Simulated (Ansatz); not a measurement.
# HfB₂, space group P6/mmm: a phonon calculation by finite displacements

Program: Ansatz 0.2.0 through its Python package.

Run as a notebook:

```python
from dataclasses import dataclass
from pathlib import Path
import warnings

import ansatz as az
import numpy as np
```

```python
@dataclass(frozen=True)
class Options:
    xc: str = "r2scan"
    cutoff_ev: int = 500
    kmesh: tuple[int, ...] = (10, 10, 8)
```

```python
settings = Options()
```

```python
warnings.simplefilter("ignore", az.DeckWarning)
```

```python
crystal = (
    az.Lattice.of([3.14, 0.0, 0.0], [-1.57, 2.71932, 0.0], [0.0, 0.0, 3.48])
    .atom("Hf", [0.0, 0.0, 0.0])
    .atom("B", [1 / 3, 2 / 3, 0.5])
    .atom("B", [2 / 3, 1 / 3, 0.5])
)
```

```python
# the cell itself: zone-centre modes alone
model = (
    crystal.calculation()
    .functional(settings.xc)
    .basis(settings.cutoff_ev)
    .occupations(az.OccupationsMethod.FERMI_DIRAC)
    .kpoints(*settings.kmesh)
    .phonons("fd", supercell=1, amplitude=0.01)
)
res = model.run(threads=1, runs_dir="runs")
folder = Path(res.output_folder) / "results"
ph = res.phonons

print("modes at Gamma (1/cm):", np.round(ph.gamma_omega_inv_cm, 1) + 0.0)
print(f"{ph.n_members} displaced supercells, sum-rule residual {ph.asr_residual_pre_ev_ang2:.1e} eV/A^2")
optical = np.sort(ph.gamma_omega_inv_cm)
print("imaginary modes at Gamma:", int((optical < -10).sum()), "- highest mode", round(float(optical[-1]), 1), "1/cm")
```

    modes at Gamma (1/cm): [  0.    0.    0.  445.4 445.4 465.4 539.  808.2 808.2]
    4 displaced supercells, sum-rule residual 1.2e-03 eV/A^2
    imaginary modes at Gamma: 0 - highest mode 808.2 1/cm

Reading the output:
- No spin polarisation was allowed.
- The cell isn't relaxed first, so the values belong to this volume.
- For a metal this k-point mesh is coarse: on a finer one energies can move by several to tens of meV an atom and pressures by half a GPa or more, differences at one mesh by less.
- Spin-orbit coupling, which matters for elements this heavy, is left out.
- The structure is a deposited one; some such entries were measured under pressure or heat, so a shift against it needn't be the functional's error alone.
- The structure is taken as given and the supercell is small; imaginary modes can come from an unrelaxed or unstable start. Phonons of metals also depend on mesh and smearing.
- Timing: 59 s on 1 thread of Arm Neoverse V2, on a shared host, peak memory 0.71 GiB.

(Lines on the test bed's own set-up are left out of the output.)
